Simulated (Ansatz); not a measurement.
# BFH3NOSi: a spread of methods and bases

How do the results and run time of BFH3NOSi respond when the settings are drawn wide?

Program: Ansatz 0.2.0, Gaussian basis. Level of theory: the settings change from run to run. These are calculated values, not measurements.

### Step 1. The relaxed structure

The geometry comes from an earlier relaxation with PBE0-D4 in a triple-zeta def2 set; it is a stationary point, not always the lowest conformer.

SMILES `NB1O[SiH]1F`, 8 atoms, charge 0, spin multiplicity 1.

Atoms are counted from 1 here; the program's logs count them from 0.

Bond lengths: N1–B2 1.381 Å, N1–H6 1.003 Å, N1–H7 1.007 Å, B2–O3 1.386 Å, B2–Si4 1.878 Å, O3–Si4 1.695 Å, Si4–F5 1.594 Å, Si4–H8 1.477 Å. Angles: B2–N1–H6 122.8°, B2–N1–H7 122.3°, H6–N1–H7 114.9°, N1–B2–O3 131.2°, N1–B2–Si4 168.4°, O3–B2–Si4 60.4°, B2–O3–Si4 74.3°, B2–Si4–O3 45.3°, B2–Si4–F5 123.9°, B2–Si4–H8 130.6°, O3–Si4–F5 114.0°, O3–Si4–H8 113.8°, F5–Si4–H8 105.3°.

### Step 2. BLYP/def2-SVP

Set apart from the defaults: unrestricted orbitals, D4 dispersion.

Contents of in.yaml:

```yaml
crystal:
  periodic: [false, false, false]
  atoms:
    - {symbol: N, position_ang: [0.549966, 1.169879, 1.187515]}
    - {symbol: B, position_ang: [0.175603, 0.248111, 0.229508]}
    - {symbol: O, position_ang: [0.799954, -0.904188, -0.222209]}
    - {symbol: Si, position_ang: [-0.657986, -0.806368, -1.081516]}
    - {symbol: F, position_ang: [-1.680688, -1.984954, -0.757651]}
    - {symbol: H, position_ang: [-0.009822, 1.969030, 1.421155]}
    - {symbol: H, position_ang: [1.402780, 1.080756, 1.716197]}
    - {symbol: H, position_ang: [-0.487610, -0.829266, -2.548800]}
basis:
  gaussian: {orbitals: def2-SVP}
magnetization: {spin_polarized: true, initial_magnetization: 0}
hamiltonian: {xc: {name: BLYP}, dispersion: d4}
```

Run with:

```sh
ansatz run in.yaml --threads 2 --pin off --events-out ev --progress --plain --max-ram 4352MiB
```

What it wrote:

```text
Functional definition: BLYP
  name "BLYP"
  cite "Becke, Phys. Rev. A 38, 3098 (1988) doi:10.1103/PhysRevA.38.3098"
  cite "Lee, Yang & Parr, Phys. Rev. B 37, 785 (1988) doi:10.1103/PhysRevB.37.785"
  parameter beta = 0.0042
  parameter a = 0.04918
  parameter b = 0.132
  parameter c = 0.2533
  parameter d = 0.349
  exchange = b88_x(beta = beta)
  correlation = lyp_c(a = a, b = b, c = c, d = d)
987 factors; their error is unknown
mean field evaluation 1: about -14837.6497 eV, gradient 5.9e1 eV
mean field evaluation 2: about -14771.0399 eV, gradient 1.3e2 eV
mean field evaluation 4: about -14849.7220 eV, gradient 1.7e1 eV
mean field evaluation 8: about -14850.7204 eV, gradient 1.1e-1 eV
mean field evaluation 16: about -14850.6612 eV, gradient 1.9e-4 eV
mean field -14850.66124887 eV, -545.7517347561 hartree, gradient 4.5e-5 eV, S^2 0.000000; 0 other end points of the search recorded, 0 dependent functions left out
reference -14850.66156752 eV, -545.7517464664 hartree; 23, 23 occupied and 66, 66 virtual orbitals, 987 factors
Total energy: -14850.99073431 eV, -545.7638431227 hartree
```

Wall time 1.8 s (2 threads of Arm Neoverse V2, shared host).

⟨S²⟩ 0.000.

### Step 3. LC-wPBE/ANO-RCC-VTZP

Options: the search for lower states set to light.

Changes to in.yaml since step 2:

```diff
@@ -12,4 +12,5 @@
 basis:
-  gaussian: {orbitals: def2-SVP}
-magnetization: {spin_polarized: true, initial_magnetization: 0}
-hamiltonian: {xc: {name: BLYP}, dispersion: d4}
+  gaussian: {orbitals: ANO-RCC-VTZP}
+hamiltonian: {xc: {name: LC-wPBE}}
+scf: {lower_state_search: light}
+output: {forces: true}
```

Same command.

What it wrote, cut to the lines that bear on the results:

```text
Functional definition: LC-wPBE
  name "LC-wPBE"
  cite "Vydrov & Scuseria, J. Chem. Phys. 125, 234109 (2006) doi:10.1063/1.2409292"
  cite "Heyd & Scuseria, J. Chem. Phys. 120, 7274 (2004) doi:10.1063/1.1668634"
  cite "Ernzerhof & Perdew, J. Chem. Phys. 109, 3313 (1998) doi:10.1063/1.476928"
  cite "Perdew, Burke & Ernzerhof, Phys. Rev. Lett. 77, 3865 (1996) doi:10.1103/PhysRevLett.77.3865"
  parent pbe
[...]
1444 factors; their error is unknown
471 factors; integrals over basis functions are off by at most 2.7e-5 eV
[...]
mean field -14878.68397782 eV, -546.7815510506 hartree, gradient 9.0e-5 eV, S^2 0.000000; 0 other end points of the search recorded, 0 dependent functions left out
[...]
reference -14878.68397783 eV, -546.7815510509 hartree; 23, 23 occupied and 173, 173 virtual orbitals, 1444 factors
Total energy: -14878.68397783 eV, -546.7815510509 hartree
Relativity: scalar
Atom 0 at     0.549966     1.169879     1.187515 Å, force     0.034952     0.053384     0.062986 eV/Å
Atom 1 at     0.175603     0.248111     0.229508 Å, force    -0.085043    -0.147234    -0.145735 eV/Å
Atom 2 at     0.799954    -0.904188    -0.222209 Å, force     0.035558     0.014886     0.041529 eV/Å
Atom 3 at    -0.657986    -0.806368    -1.081516 Å, force     0.315785     0.324913    -0.063594 eV/Å
Atom 4 at    -1.680688    -1.984954    -0.757651 Å, force    -0.212620    -0.216265     0.067108 eV/Å
Atom 5 at    -0.009822     1.969030     1.421155 Å, force     0.011955    -0.034597    -0.018196 eV/Å
Atom 6 at     1.402780     1.080756     1.716197 Å, force    -0.062418    -0.010717    -0.054720 eV/Å
Atom 7 at    -0.487610    -0.829266    -2.548800 Å, force    -0.038170     0.015631     0.110623 eV/Å
Dipole moment:     0.059238     0.556294     0.149463 e Å
```

It took 11 s on 2 threads of Arm Neoverse V2, shared host; peak memory 0.51 GiB.

Largest force 0.458 eV/Å, dipole 2.78 D.

### Step 4. rPW86-PBE/aug-cc-pVTZ

Options: charge +1, multiplicity 2, D3(BJ) with three-body dispersion, high accuracy, the search for lower states set to off.

Changes to in.yaml since step 3:

```diff
@@ -12,5 +12,7 @@
 basis:
-  gaussian: {orbitals: ANO-RCC-VTZP}
-hamiltonian: {xc: {name: LC-wPBE}}
-scf: {lower_state_search: light}
-output: {forces: true}
+  gaussian: {orbitals: aug-cc-pVTZ}
+total_charge: 1
+magnetization: {spin_polarized: true, initial_magnetization: 1}
+hamiltonian: {xc: {name: rPW86-PBE}, dispersion: d3bjatm}
+accuracy: high
+scf: {lower_state_search: off}
```

The command is unchanged.

What it wrote, cut to the lines that bear on the results:

```text
Functional definition: rPW86-PBE
  name "rPW86-PBE"
  cite "Murray, Lee & Langreth, J. Chem. Theory Comput. 5, 2754 (2009) doi:10.1021/ct900365q"
  cite "Perdew, Burke & Ernzerhof, Phys. Rev. Lett. 77, 3865 (1996) doi:10.1103/PhysRevLett.77.3865"
  parent pbe
[...]
4600 factors; integrals over basis functions are off by at most 3.6e-9 eV
[...]
mean field -14875.04645523 eV, -546.6478745611 hartree, gradient 3.7e-8 eV, S^2 0.752575; 0 other end points of the search recorded, 0 dependent functions left out
reference -14875.04647332 eV, -546.6478752258 hartree; 23, 22 occupied and 280, 281 virtual orbitals, 4600 factors
Total energy: -14875.18303177 eV, -546.6528936563 hartree
Checks for a lower state left out: stability, starts, cluster_reference, orbital_swaps, neighbouring_geometries, increment
```

Wall time 52 s (2 threads of Arm Neoverse V2, shared host); peak memory 2 GiB.

⟨S²⟩ 0.753.

### Step 5. RPBE/def2-TZVPP

Set apart from the defaults: high accuracy.

Changes to in.yaml since step 4:

```diff
@@ -12,7 +12,5 @@
 basis:
-  gaussian: {orbitals: aug-cc-pVTZ}
-total_charge: 1
-magnetization: {spin_polarized: true, initial_magnetization: 1}
-hamiltonian: {xc: {name: rPW86-PBE}, dispersion: d3bjatm}
+  gaussian: {orbitals: def2-TZVPP}
+hamiltonian: {xc: {name: RPBE}}
 accuracy: high
-scf: {lower_state_search: off}
+output: {forces: true}
```

Launched as before.

What it wrote, cut to the lines that bear on the results:

```text
Functional definition: RPBE
  name "RPBE"
  cite "Hammer, Hansen & Nørskov, Phys. Rev. B 59, 7413 (1999) doi:10.1103/PhysRevB.59.7413"
  cite "Perdew, Burke & Ernzerhof, Phys. Rev. Lett. 77, 3865 (1996) doi:10.1103/PhysRevLett.77.3865"
[...]
3558 factors; integrals over basis functions are off by at most 3.1e-8 eV
[...]
mean field -14862.38943018 eV, -546.1827374698 hartree, gradient 3.6e-8 eV, S^2 0.000000; 0 other end points of the search recorded, 0 dependent functions left out
[...]
reference -14862.38943430 eV, -546.1827376213 hartree; 23, 23 occupied and 185, 185 virtual orbitals, 3558 factors
Total energy: -14862.38943430 eV, -546.1827376213 hartree
Atom 0 at     0.549966     1.169879     1.187515 Å, force     0.046757     0.190137     0.173288 eV/Å
Atom 1 at     0.175603     0.248111     0.229508 Å, force    -0.381297     0.314789    -0.058008 eV/Å
Atom 2 at     0.799954    -0.904188    -0.222209 Å, force     1.000134    -0.678030     0.114698 eV/Å
Atom 3 at    -0.657986    -0.806368    -1.081516 Å, force    -0.253060     0.597289    -0.492532 eV/Å
Atom 4 at    -1.680688    -1.984954    -0.757651 Å, force    -0.608988    -0.710985     0.174647 eV/Å
Atom 5 at    -0.009822     1.969030     1.421155 Å, force    -0.177609     0.298779     0.107453 eV/Å
Atom 6 at     1.402780     1.080756     1.716197 Å, force     0.321058    -0.000172     0.226649 eV/Å
Atom 7 at    -0.487610    -0.829266    -2.548800 Å, force     0.053005    -0.011807    -0.246195 eV/Å
Dipole moment:     0.093026     0.514512     0.196239 e Å
```

It took 15 s on 2 threads of Arm Neoverse V2, shared host; peak memory 0.95 GiB.

Largest force 1.214 eV/Å, dipole 2.68 D.

### Step 6. SPW92/x2c-TZVPPall

Options: the search for lower states set to light.

Changes to in.yaml since step 5:

```diff
@@ -12,5 +12,5 @@
 basis:
-  gaussian: {orbitals: def2-TZVPP}
-hamiltonian: {xc: {name: RPBE}}
-accuracy: high
+  gaussian: {orbitals: x2c-TZVPPall}
+hamiltonian: {xc: {name: SPW92}}
+scf: {lower_state_search: light}
 output: {forces: true}
```

Same command.

What it wrote, cut to the lines that bear on the results:

```text
Functional definition: SPW92
  name "SPW92"
  cite "Dirac, Proc. Camb. Phil. Soc. 26, 376 (1930) doi:10.1017/S0305004100016108"
  cite "Slater, Phys. Rev. 81, 385 (1951) doi:10.1103/PhysRev.81.385"
  cite "Perdew & Wang, Phys. Rev. B 45, 13244 (1992) doi:10.1103/PhysRevB.45.13244"
[...]
1111 factors; their error is unknown
[...]
mean field -14801.68526318 eV, -543.9519004793 hartree, gradient 1.8e-5 eV, S^2 0.000000; 0 other end points of the search recorded, 0 dependent functions left out
[...]
reference -14801.68530004 eV, -543.9519018339 hartree; 23, 23 occupied and 185, 185 virtual orbitals, 1111 factors
Total energy: -14801.68530004 eV, -543.9519018339 hartree
Relativity: scalar
Atom 0 at     0.549966     1.169879     1.187515 Å, force    -0.175751    -0.462139    -0.475395 eV/Å
Atom 1 at     0.175603     0.248111     0.229508 Å, force     0.024111     0.037030     0.065066 eV/Å
Atom 2 at     0.799954    -0.904188    -0.222209 Å, force     0.081921     0.036771     0.065629 eV/Å
Atom 3 at    -0.657986    -0.806368    -1.081516 Å, force    -0.152833     0.124407     0.144791 eV/Å
Atom 4 at    -1.680688    -1.984954    -0.757651 Å, force     0.024844    -0.020464     0.007010 eV/Å
Atom 5 at    -0.009822     1.969030     1.421155 Å, force    -0.285950     0.387632     0.101107 eV/Å
Atom 6 at     1.402780     1.080756     1.716197 Å, force     0.434455    -0.060784     0.258803 eV/Å
Atom 7 at    -0.487610    -0.829266    -2.548800 Å, force     0.049204    -0.042454    -0.167012 eV/Å
Dipole moment:     0.093650     0.541127     0.190274 e Å
```

It took 1.9 s on 2 threads of Arm Neoverse V2, shared host.

Largest force 0.686 eV/Å, dipole 2.79 D.

### Step 7. wPBEh/def2-TZVP

Options: coordinates scaled by 0.92.

Contents of in.yaml:

```yaml
crystal:
  periodic: [false, false, false]
  atoms:
    - {symbol: N, position_ang: [0.505969, 1.076289, 1.092514]}
    - {symbol: B, position_ang: [0.161555, 0.228262, 0.211148]}
    - {symbol: O, position_ang: [0.735958, -0.831853, -0.204432]}
    - {symbol: Si, position_ang: [-0.605347, -0.741859, -0.994994]}
    - {symbol: F, position_ang: [-1.546233, -1.826158, -0.697039]}
    - {symbol: H, position_ang: [-0.009036, 1.811507, 1.307462]}
    - {symbol: H, position_ang: [1.290558, 0.994296, 1.578902]}
    - {symbol: H, position_ang: [-0.448601, -0.762925, -2.344896]}
basis:
  gaussian: {orbitals: def2-TZVP}
hamiltonian: {xc: {name: wPBEh}}
output: {forces: true}
```

Same command.

What it wrote, cut to the lines that bear on the results:

```text
Functional definition: wPBEh
  name "wPBEh"
  cite "Heyd, Scuseria & Ernzerhof, J. Chem. Phys. 118, 8207 (2003) doi:10.1063/1.1564060"
  cite "Krukau, Vydrov, Izmaylov & Scuseria, J. Chem. Phys. 125, 224106 (2006) doi:10.1063/1.2404663"
  cite "Heyd & Scuseria, J. Chem. Phys. 120, 7274 (2004) doi:10.1063/1.1668634"
  cite "Ernzerhof & Perdew, J. Chem. Phys. 109, 3313 (1998) doi:10.1063/1.476928"
  cite "Perdew, Burke & Ernzerhof, Phys. Rev. Lett. 77, 3865 (1996) doi:10.1103/PhysRevLett.77.3865"
  parent pbe
[...]
1031 factors; their error is unknown
78 factors; integrals over basis functions are off by at most 3.0e-7 eV
[...]
mean field -14851.88473706 eV, -545.7966971180 hartree, gradient 2.9e-5 eV, S^2 0.000000; 0 other end points of the search recorded, 0 dependent functions left out
[...]
reference -14851.88477627 eV, -545.7966985588 hartree; 23, 23 occupied and 156, 156 virtual orbitals, 1031 factors
Total energy: -14851.88477627 eV, -545.7966985588 hartree
Atom 0 at     0.505969     1.076289     1.092514 Å, force     0.547644     1.312036     1.319127 eV/Å
Atom 1 at     0.161555     0.228262     0.211148 Å, force    -2.760346     2.035267    -0.615836 eV/Å
Atom 2 at     0.735958    -0.831853    -0.204432 Å, force     6.252197    -4.890311     0.334909 eV/Å
Atom 3 at    -0.605347    -0.741859    -0.994994 Å, force    -1.487621     2.743296    -3.221533 eV/Å
Atom 4 at    -1.546233    -1.826158    -0.697039 Å, force    -4.329491    -4.856281     1.317815 eV/Å
Atom 5 at    -0.009036     1.811507     1.307462 Å, force    -2.692932     3.946037     1.187755 eV/Å
Atom 6 at     1.290558     0.994296     1.578902 Å, force     4.117926    -0.356971     2.603903 eV/Å
Atom 7 at    -0.448601    -0.762925    -2.344896 Å, force     0.352624     0.066928    -2.926139 eV/Å
Dipole moment:     0.072050     0.418007     0.199372 e Å
```

It took 3.6 s on 2 threads of Arm Neoverse V2, shared host; peak memory 0.39 GiB.

Largest force 7.945 eV/Å, dipole 2.25 D.

### Step 8. revPBE/def2-mTZVPP

Options: charge +1, multiplicity 2, restricted open-shell orbitals, atoms shaken by 0.03 Å, finite nuclei.

Contents of in.yaml:

```yaml
crystal:
  periodic: [false, false, false]
  atoms:
    - {symbol: N, position_ang: [0.538167, 1.202417, 1.244749]}
    - {symbol: B, position_ang: [0.161092, 0.256704, 0.221811]}
    - {symbol: O, position_ang: [0.798063, -0.890050, -0.259679]}
    - {symbol: Si, position_ang: [-0.633229, -0.839925, -1.101398]}
    - {symbol: F, position_ang: [-1.724542, -1.974386, -0.766217]}
    - {symbol: H, position_ang: [0.009992, 1.972278, 1.463805]}
    - {symbol: H, position_ang: [1.383593, 1.083821, 1.737024]}
    - {symbol: H, position_ang: [-0.525166, -0.830274, -2.549581]}
basis:
  gaussian: {orbitals: def2-mTZVPP, nuclear_model: gaussian}
total_charge: 1
magnetization: {spin_polarized: false, initial_magnetization: 1}
hamiltonian: {xc: {name: revPBE}}
output: {forces: true}
```

Same command.

What it wrote, cut to the lines that bear on the results:

```text
Functional definition: revPBE
  name "revPBE"
  cite "Zhang & Yang, Phys. Rev. Lett. 80, 890 (1998) doi:10.1103/PhysRevLett.80.890"
  cite "Perdew, Burke & Ernzerhof, Phys. Rev. Lett. 77, 3865 (1996) doi:10.1103/PhysRevLett.77.3865"
[...]
1049 factors; their error is unknown
[...]
mean field -14849.91687312 eV, -545.7243794522 hartree, gradient 2.0e-5 eV, S^2 0.750000; 4 other end points of the search recorded, 0 dependent functions left out
[...]
reference -14849.91691878 eV, -545.7243811301 hartree; 23, 22 occupied and 110, 111 virtual orbitals, 1049 factors
Total energy: -14849.91691878 eV, -545.7243811301 hartree
Atom 0 at     0.538167     1.202417     1.244749 Å, force    -1.254003    -3.852381    -3.938490 eV/Å
Atom 1 at     0.161092     0.256704     0.221811 Å, force     3.755944     2.740077     4.665818 eV/Å
Atom 2 at     0.798063    -0.890050    -0.259679 Å, force    -0.712601     0.940401     0.409615 eV/Å
Atom 3 at    -0.633229    -0.839925    -1.101398 Å, force    -2.057000    -3.492944    -2.514169 eV/Å
Atom 4 at    -1.724542    -1.974386    -0.766217 Å, force     0.434510     0.823467     0.272947 eV/Å
Atom 5 at     0.009992     1.972278     1.463805 Å, force    -1.636842     2.524970     0.825432 eV/Å
Atom 6 at     1.383593     1.083821     1.737024 Å, force     1.470136    -0.232548     0.841277 eV/Å
Atom 7 at    -0.525166    -0.830274    -2.549581 Å, force    -0.000144     0.548958    -0.562429 eV/Å
Dipole moment:     0.172233     0.776918     0.065824 e Å
```

Wall time 5.5 s (2 threads of Arm Neoverse V2, shared host).

Largest force 6.587 eV/Å.

### Step 9. PBE0-DH/x2c-TZVPPall

This run has charge -1, multiplicity 2, atoms shaken by 0.08 Å.

Contents of in.yaml:

```yaml
crystal:
  periodic: [false, false, false]
  atoms:
    - {symbol: N, position_ang: [0.522072, 1.133085, 1.354091]}
    - {symbol: B, position_ang: [0.328383, 0.335390, 0.171831]}
    - {symbol: O, position_ang: [0.806301, -0.951681, -0.276197]}
    - {symbol: Si, position_ang: [-0.656991, -0.808890, -1.094676]}
    - {symbol: F, position_ang: [-1.746141, -1.957977, -0.644950]}
    - {symbol: H, position_ang: [0.015396, 1.927344, 1.437264]}
    - {symbol: H, position_ang: [1.330117, 1.149987, 1.746220]}
    - {symbol: H, position_ang: [-0.356880, -0.870513, -2.561996]}
basis:
  gaussian: {orbitals: x2c-TZVPPall}
total_charge: -1
magnetization: {spin_polarized: true, initial_magnetization: 1}
hamiltonian: {xc: {name: PBE0-DH}}
```

The command is unchanged.

What it wrote, cut to the lines that bear on the results:

```text
Functional definition: PBE0-DH
  name "PBE0-DH"
  cite "Brémond & Adamo, J. Chem. Phys. 135, 024106 (2011) doi:10.1063/1.3604569"
  cite "Perdew, Burke & Ernzerhof, Phys. Rev. Lett. 77, 3865 (1996) doi:10.1103/PhysRevLett.77.3865"
[...]
1270 factors; integrals over basis functions are off by at most 9.8e-4 eV
[...]
mean field -14867.87052885 eV, -546.3841641306 hartree, gradient 7.6e-6 eV, S^2 0.783249; 4 other end points of the search recorded, 0 dependent functions left out
9 core orbitals not correlated: weight in the atoms' cores, before any rotation towards them, 1.000 or more for the frozen orbitals, at most 0.000 for the correlated occupied ones
reference -14867.87055186 eV, -546.3841649761 hartree; 15, 14 occupied and 184, 185 virtual orbitals, 1270 factors
second order -30.54066417 eV of doubles, -0.00000000 eV of singles
Total energy: -14871.68813488 eV, -546.5244585645 hartree
Relativity: scalar
```

It took 14 s on 2 threads of Arm Neoverse V2, shared host; peak memory 0.59 GiB.

⟨S²⟩ 0.783.

### Step 10. revPBE0/aug-pcseg-2

Set apart from the defaults: coordinates scaled by 0.96, density fitting with def2-universal-jkfit, D4 dispersion, the search for lower states set to light.

Contents of in.yaml:

```yaml
crystal:
  periodic: [false, false, false]
  atoms:
    - {symbol: N, position_ang: [0.527968, 1.123084, 1.140015]}
    - {symbol: B, position_ang: [0.168579, 0.238187, 0.220328]}
    - {symbol: O, position_ang: [0.767956, -0.868021, -0.213320]}
    - {symbol: Si, position_ang: [-0.631667, -0.774113, -1.038255]}
    - {symbol: F, position_ang: [-1.613461, -1.905556, -0.727345]}
    - {symbol: H, position_ang: [-0.009429, 1.890268, 1.364308]}
    - {symbol: H, position_ang: [1.346669, 1.037526, 1.647549]}
    - {symbol: H, position_ang: [-0.468106, -0.796096, -2.446848]}
basis:
  gaussian: {orbitals: aug-pcseg-2, fitting: {mean_field: def2-universal-jkfit}}
hamiltonian: {xc: {name: revPBE0}, dispersion: d4}
scf: {lower_state_search: light}
```

Launched as before.

What it wrote, cut to the lines that bear on the results:

```text
Functional definition: revPBE0
  name "revPBE0"
  cite "Zhang & Yang, Phys. Rev. Lett. 80, 890 (1998) doi:10.1103/PhysRevLett.80.890"
  cite "Adamo & Barone, J. Chem. Phys. 110, 6158 (1999) doi:10.1063/1.478522"
  cite "Perdew, Burke & Ernzerhof, Phys. Rev. Lett. 77, 3865 (1996) doi:10.1103/PhysRevLett.77.3865"
[...]
488 factors; integrals over basis functions are off by at most 1.2e0 eV
[...]
mean field -14858.24466739 eV, -546.0304202465 hartree, gradient 6.9e-5 eV, S^2 0.000000; 0 other end points of the search recorded, 0 dependent functions left out
reference -14858.24472963 eV, -546.0304225339 hartree; 23, 23 occupied and 280, 280 virtual orbitals, 488 factors
Total energy: -14858.60876102 eV, -546.0438004408 hartree
```

It took 5.5 s on 2 threads of Arm Neoverse V2, shared host; peak memory 0.45 GiB.

### Step 11. All runs side by side

```tsv
level	charge	multiplicity	geometry	functions	energy (eV)	time
BLYP/def2-SVP	0	1	relaxed	89	-14850.991	1.8 s
LC-wPBE/ANO-RCC-VTZP	0	1	relaxed	196	-14878.684	11 s
rPW86-PBE/aug-cc-pVTZ	1	2	relaxed	303	-14875.183	52 s
RPBE/def2-TZVPP	0	1	relaxed	208	-14862.389	15 s
SPW92/x2c-TZVPPall	0	1	relaxed	208	-14801.685	1.9 s
wPBEh/def2-TZVP	0	1	scaled	179	-14851.885	3.6 s
revPBE/def2-mTZVPP	1	2	shaken	133	-14849.917	5.5 s
PBE0-DH/x2c-TZVPPall	-1	2	shaken	208	-14871.688	14 s
revPBE0/aug-pcseg-2	0	1	scaled	303	-14858.609	5.5 s
```

### Step 12. Outcome

```
                                         quantity                        value
                                             runs                            9
                                         quickest         BLYP/def2-SVP, 1.8 s
                                          slowest  rPW86-PBE/aug-cc-pVTZ, 52 s
spread of total energies, same state and geometry                      77.0 eV
                  dipole, same state and geometry               2.68 to 2.79 D
```

Run time spans a factor of 29, from BLYP/def2-SVP to rPW86-PBE/aug-cc-pVTZ. The jobs differ in tasks and options as well as level. Total energies at one charge and spin differ by 77 eV between levels, so only differences within one level mean anything. Some of these runs are scalar-relativistic and others not, which shifts the totals of all-electron atoms past neon by eV; core potentials, where a basis has them, take the core out of the total altogether. At the PBE0-D4/def2-TZVP geometry and in the same state, runs without warnings or point charges leave forces up to 1.21 eV/Å (RPBE/def2-TZVPP), against 7.9 eV/Å where the atoms were moved. At that geometry and state the dipole changes by 4 % between the lowest and highest value.
